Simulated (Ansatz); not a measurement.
# CH4S2Sn: one species, many methods

The task here is to estimate one member of a computed series from the others.

The runs use Ansatz 0.2.0, Gaussian basis; functionals in def2-TZVPP, the program's frozen cores in correlated methods.

Plan: PBE-D4, r2SCAN-D4, PBE0-D4, B3LYP-D4, ωB97X-V, ωB97M-V, B2PLYP; CCSD(T)/def2-TZVPP; CCSD(T)/def2-QZVPP; extrapolation to the limit.

### The relaxed structure

The geometry comes from an earlier relaxation with PBE0-D4 in a triple-zeta def2 set; it is a stationary point, not always the lowest conformer. Sn takes the def2 core potential; no spin-orbit term is included.

SMILES `C[S][Sn][SH]`, 8 atoms, charge 0, spin multiplicity 1.

Atoms are counted from 1 here; the program's logs count them from 0.

Bond lengths: C1–S2 1.812 Å, C1–H5 1.090 Å, C1–H6 1.090 Å, C1–H7 1.090 Å, S2–Sn3 2.415 Å, Sn3–S4 2.438 Å, S4–H8 1.343 Å. Angles: S2–C1–H5 107.1°, S2–C1–H6 111.0°, S2–C1–H7 111.0°, H5–C1–H6 109.1°, H5–C1–H7 109.1°, H6–C1–H7 109.4°, C1–S2–Sn3 107.7°, S2–Sn3–S4 95.5°, Sn3–S4–H8 92.6°.

Set-up of the first run:

File in.yaml:

```yaml
crystal:
  periodic: [false, false, false]
  atoms:
    - {symbol: C, position_ang: [-1.122671, -0.487678, 0.606828]}
    - {symbol: S, position_ang: [0.337121, -1.534956, 0.844045]}
    - {symbol: Sn, position_ang: [2.186142, -0.488852, -0.304238]}
    - {symbol: S, position_ang: [0.907823, 1.421112, -1.117044]}
    - {symbol: H, position_ang: [-1.950243, -0.968287, 1.128877]}
    - {symbol: H, position_ang: [-1.370748, -0.398240, -0.450333]}
    - {symbol: H, position_ang: [-0.963273, 0.504880, 1.027235]}
    - {symbol: H, position_ang: [1.975859, 1.952022, -1.735371]}
basis:
  gaussian: {orbitals: def2-TZVPP}
hamiltonian: {xc: pbe, dispersion: d4}
output: {forces: true, orbitals: {seedname: orbitals}}
```

Started as:

```
$ ansatz run in.yaml --threads 2 --pin off --events-out ev --progress --plain --max-ram 32768MiB --backend cpu
```

Steps of the session up to this table: PBE-D4 (GGA); r2SCAN-D4 (meta-GGA); PBE0-D4 (hybrid); B3LYP-D4 (hybrid); ωB97X-V (range-separated); ωB97M-V (range-separated); B2PLYP (double hybrid); CCSD(T) in def2-TZVPP; CCSD(T) in def2-QZVPP.

One table of the session follows, with a row left open; its other results are not shown here.

| method | atomisation energy (eV) |
| --- | --- |
| PBE-D4 | 27.382 |
| r2SCAN-D4 | 26.904 |
| PBE0-D4 | ? |
| B3LYP-D4 | 26.738 |
| ωB97X-V | 26.862 |
| ωB97M-V | 26.805 |
| B2PLYP | 26.274 |
| HF/def2-TZVPP | 18.643 |
| MP2/def2-TZVPP | 26.169 |
| CCSD/def2-TZVPP | 25.328 |
| CCSD(T)/def2-TZVPP | 25.884 |
| MP2/CBS | 27.147 |
| CCSD(T)/CBS | 26.863 |

**Question.** Estimate the row for PBE0-D4.

The run gave: atomisation energy (eV): 26.817. In the column «atomisation energy (eV)» it lies between ωB97M-V (26.805) and ωB97X-V (26.862).

Caveats from the session: Free atoms (1 C, 2 S, 1 Sn, 4 H) were run apart at each level; the atomisation energy is their sum less the molecule, without zero-point or spin-orbit terms.
